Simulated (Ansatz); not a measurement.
# TaCl2F3: small, medium and large basis sets

The task here is to estimate one member of a computed series from the others.

Computed with Ansatz 0.2.0, Gaussian basis. Level: one geometry, several basis sets.

Levels to be run: PBE0-D4/def2-SVP; ωB97M-V/def2-SVP; PBE0-D4/def2-QZVPP; ωB97M-V/def2-QZVPP; the functionals' def2-TZVPP values are taken from earlier runs.

## Structure used throughout

All runs share one geometry, relaxed beforehand with PBE0-D4 in a triple-zeta def2 set. Ta takes the def2 core potential; no spin-orbit term is included.

6 atoms, charge 0, spin multiplicity 1.

Atoms are counted from 1 here; the program's logs count them from 0.

Bond lengths: F1–Ta2 1.875 Å, Ta2–F3 1.847 Å, Ta2–F4 1.875 Å, Ta2–Cl5 2.273 Å, Ta2–Cl6 2.273 Å. Angles: F1–Ta2–F3 87.6°, F1–Ta2–F4 175.1°, F1–Ta2–Cl5 91.3°, F1–Ta2–Cl6 91.3°, F3–Ta2–F4 87.6°, F3–Ta2–Cl5 121.5°, F3–Ta2–Cl6 121.5°, F4–Ta2–Cl5 91.3°, F4–Ta2–Cl6 91.3°, Cl5–Ta2–Cl6 117.0°.

Set-up of the first run:

in.yaml reads:

```yaml
crystal:
  periodic: [false, false, false]
  atoms:
    - {symbol: F, position_ang: [-1.165033, 0.670439, -1.307969]}
    - {symbol: Ta, position_ang: [-0.036072, -0.053795, 0.001881]}
    - {symbol: F, position_ang: [-1.326129, -1.344614, 0.287996]}
    - {symbol: F, position_ang: [0.981889, -0.889145, 1.336314]}
    - {symbol: Cl, position_ang: [1.624331, -0.350411, -1.521135]}
    - {symbol: Cl, position_ang: [-0.036787, 1.903424, 1.156812]}
basis:
  gaussian: {orbitals: def2-SVP}
hamiltonian: {xc: pbe0, dispersion: d4}
output: {orbitals: {seedname: orbitals}}
```

Launch:

```bash
$ ansatz run in.yaml --threads 4 --pin off --events-out ev --progress --plain --max-ram 10444MiB
```

Among the steps run: PBE0-D4 in def2-SVP; ωB97M-V in def2-SVP; PBE0-D4 in def2-QZVPP; ωB97M-V in def2-QZVPP.

One table of the session follows, with a row left open; its other results are not shown here.

It belongs to the step «Functionals by basis». 

| functional | basis | HOMO (eV) | LUMO (eV) |
| --- | --- | --- | --- |
| PBE0-D4 | def2-SVP | -10.29 | -3.07 |
| PBE0-D4 | def2-TZVPP | -10.24 | -2.92 |
| PBE0-D4 | def2-QZVPP | -10.25 | -2.94 |
| ωB97M-V | def2-SVP | -12.53 | -0.84 |
| ωB97M-V | def2-TZVPP | -12.51 | -0.71 |
| ωB97M-V | def2-QZVPP | ? | ? |

Q: Estimate the row for ωB97M-V, def2-QZVPP from the others.

As computed: HOMO (eV): -12.54; LUMO (eV): -0.75. In the column «HOMO (eV)» it is the lowest.
